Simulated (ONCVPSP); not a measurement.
# Nickel: generating and testing an ONCV potential

Do these settings give a usable potential? It is generated, then checked for transferability, scattering, ghosts and hardness.

Program: ONCVPSP 4.0.1.1 (patched build). Reference atom: PBE, scalar-relativistic, spherical and spin-unpolarised. All values are calculated.

### Step 1. The atom and the settings

Typed settings, in words:

```
element                 : nickel (Ni, Z = 28)
type                    : optimised norm-conserving Vanderbilt (ONCV)
frozen core             : [Ne]
valence charge          : 18
reference configuration : 3s2 3p6 3d8 4s2
partial waves           : 3s+4s: rc 1.20 bohr, ncon 4, nbas 8, qcut 11 1/bohr, 2 projectors; 3p: rc 0.90 bohr, ncon 4, nbas 9, qcut 18 1/bohr, 1 projector; 3d: rc 0.75 bohr, ncon 4, nbas 9, qcut 10.8 1/bohr, 2 projectors, debl 0.4 Ha
local potential         : polynomial inside 0.65 bohr (lpopt 3, dvloc0 3 Ha)
core correction         : Teter function, fcfact 5.5, rcfact 1.6
```

### Step 2. The generation run

The input, Ni.dat:

```
# ATOM AND REFERENCE CONFIGURATION
# atsym  z   nc   nv     iexc    psfile
  Ni 28.00    3    4        4      upf
#
#   n    l    f
    1    0    2.00
    2    0    2.00
    2    1    6.00
    3    0    2.00
    3    1    6.00
    3    2    8.00
    4    0    2.00
#
# PSEUDOPOTENTIAL AND OPTIMIZATION
# lmax
    2
#
#   l,   rc,      ep,       ncon, nbas, qcut
    0    1.20    0.00    4    8   11.00
    1    0.90    0.00    4    9   18.00
    2    0.75    0.00    4    9   10.80
#
# LOCAL POTENTIAL
# lloc, lpopt,  rc(5),   dvloc0
    4    3    0.65    3.00
#
# VANDERBILT-KLEINMAN-BYLANDER PROJECTORs
# l, nproj, debl
    0    2    0.40
    1    1    1.90
    2    2    0.40
#
# MODEL CORE CHARGE
# icmod, fcfact, rcfact
    3    5.50    1.60
#
# LOG DERIVATIVE ANALYSIS
# epsh1, epsh2, depsh
   -6.00    5.00    0.04
#
# OUTPUT GRID
# rlmax, drl
    6.00    0.01
#
# TEST CONFIGURATIONS
# ncnf
    4
# nvcnf
#   n    l    f
    4
    3    0    2.00
    3    1    6.00
    3    2    8.00
    4    0    1.00
#
    4
    3    0    2.00
    3    1    6.00
    3    2    8.00
    4    0    0.00
#
    4
    3    0    2.00
    3    1    6.00
    3    2    7.00
    4    0    0.00
#
    4
    3    0    2.00
    3    1    6.00
    3    2    7.00
    4    0    2.00
#
```

Run with:

```console
$ oncvpsp.x < Ni.dat > Ni.out
```

Before running it: what results should come out? Wanted: cutoffs for 1 and 0.1 mHa per electron, occupied waves; bound ghosts; GHOST(+) flags; largest test error; largest phase difference near zero energy, channels read; rms error of d²Exc/dn², without and with the model core.

**Answer**, as computed:

| quantity | value |
| --- | --- |
| cutoffs for 1 and 0.1 mHa per electron, occupied waves | 549 Ha and 702 Ha |
| bound ghosts | none found |
| GHOST(+) flags | d at 340 eV |
| largest test error (AE − PS) | +6.2 meV, for 3s2 3p6 3d7 4s2 |
| largest phase difference near zero energy, channels read | 0.003 rad |
| rms error of d²Exc/dn², without and with the model core | 2.02 and 2.33 mHa |

What this shows: By total energies transferability is good: the largest error is 6.2 meV on 16.1 eV, for 3s2 3p6 3d7 4s2. By its cutoff, 549 Ha for the looser tolerance, it is very hard. At the looser tolerance the 3d wave is the slowest; 3p needs 83 Ha. The program's ghost test flags no bound state. Near zero energy the phases of the channels with partial waves agree within 0.003 rad. The program also flags highly localised states, GHOST(+) (d). These are tests on the free atom; a crystal test is still owed.
